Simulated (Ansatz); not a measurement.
I need a breakdown of dispersion, smearing and cutoff terms of K3Pd, space group Pm-3m. Use Ansatz 0.2.0 through its Python package. Use (first run): RPBE, PAW, cutoff 380 eV, 4×4×4 k-points, Fermi-Dirac smearing of 0.05 eV, D3BJATM dispersion.

```yaml
crystal:
  lattice:
    - [5.44501, 0.00000, 0.00000]
    - [0.00000, 5.44501, 0.00000]
    - [0.00000, 0.00000, 5.44501]
  atoms:
    - { symbol: K, position: [0.50000, 0.50000, 0.00000] }
    - { symbol: K, position: [0.50000, 0.00000, 0.50000] }
    - { symbol: K, position: [0.00000, 0.50000, 0.50000] }
    - { symbol: Pd, position: [0.00000, 0.00000, 0.00000] }
```

`terms_k3pd.py`
```python
"""Dispersion, smearing and cutoff parts of the energy of K3Pd."""

import ansatz as az

lattice = az.Lattice.of(
    (5.445013, 0.0, 0.0),
    (0.0, 5.445013, 0.0),
    (0.0, 0.0, 5.445013),
)
sites = [
    ("K", (0.5, 0.5, 0.0)),
    ("K", (0.5, 0.0, 0.5)),
    ("K", (0.0, 0.5, 0.5)),
    ("Pd", (0.0, 0.0, 0.0)),
]
crystal = az.Crystal(lattice=lattice)
for symbol, position in sites:
    crystal = crystal.atom(symbol, position)

job = (
    crystal.calculation()
    .kpoints(4, center="gamma")
    .occupations("Fermi-Dirac", width=50 * az.meV)
)
with_term = job.functional("rpbe", dispersion="d3bjatm").basis(380).cutoff_correction(630).run(threads=1).report
without = job.functional("rpbe").basis(380).run(threads=1).report
finer = job.functional("rpbe").basis(630).run(threads=1).report
removed = az.free_energy_without(with_term, az.EnergyTerm.DISPERSION)
print(f"dispersion term            {with_term['components']['e_disp']:.5f} eV")
print(f"F less dispersion          {removed:.5f} eV, run without it {without['free_energy_ev']:.5f} eV")
print(f"F less smearing term       {az.free_energy_without(without, az.EnergyTerm.SMEARING):.5f} eV")
print(f"estimated gain to 630 eV   {with_term['cutoff_correction']['energy_ev']:.5f} eV, found {finer['free_energy_ev'] - without['free_energy_ev']:.5f} eV")
```

```console
$ python terms_k3pd.py
DeckWarning: basis.ecutwfc = 380 eV is below the records' recommended 420 eV, and the density's cutoff is lower with it unless basis.ecutrho_ratio is high enough to keep the records' density cutoff: compare with a run at a higher cutoff
dispersion term            -4.07926 eV
F less dispersion          -11606.08475 eV, run without it -11606.08475 eV
F less smearing term       -11606.06619 eV
estimated gain to 630 eV   -0.00419 eV, found -0.00435 eV
```
(Warnings from the package without file and line.)

Caveats:
- Total energies depend on the potentials; only differences at equal settings carry meaning. A total without «per atom» is that of the whole cell that was run.
- The cutoff lies under the one recommended for these potentials in some of the runs.
- Dispersion corrections can be off by several per cent in the lattices of metals, and by several GPa in the pressure at a fixed cell.
- The mesh is modest for a metal, so energies can be off by several to tens of meV an atom and pressures by half a GPa or more; differences at equal mesh fare better.
- This cell is a computed structure, which may not be the phase found in nature.
- It ran for 7.6 s on 1 thread of Intel(R) Xeon(R) Platinum 8259CL CPU @ 2.50GHz (Skylake/Cascade Lake), with other jobs on the host, peak memory 0.51 GiB.
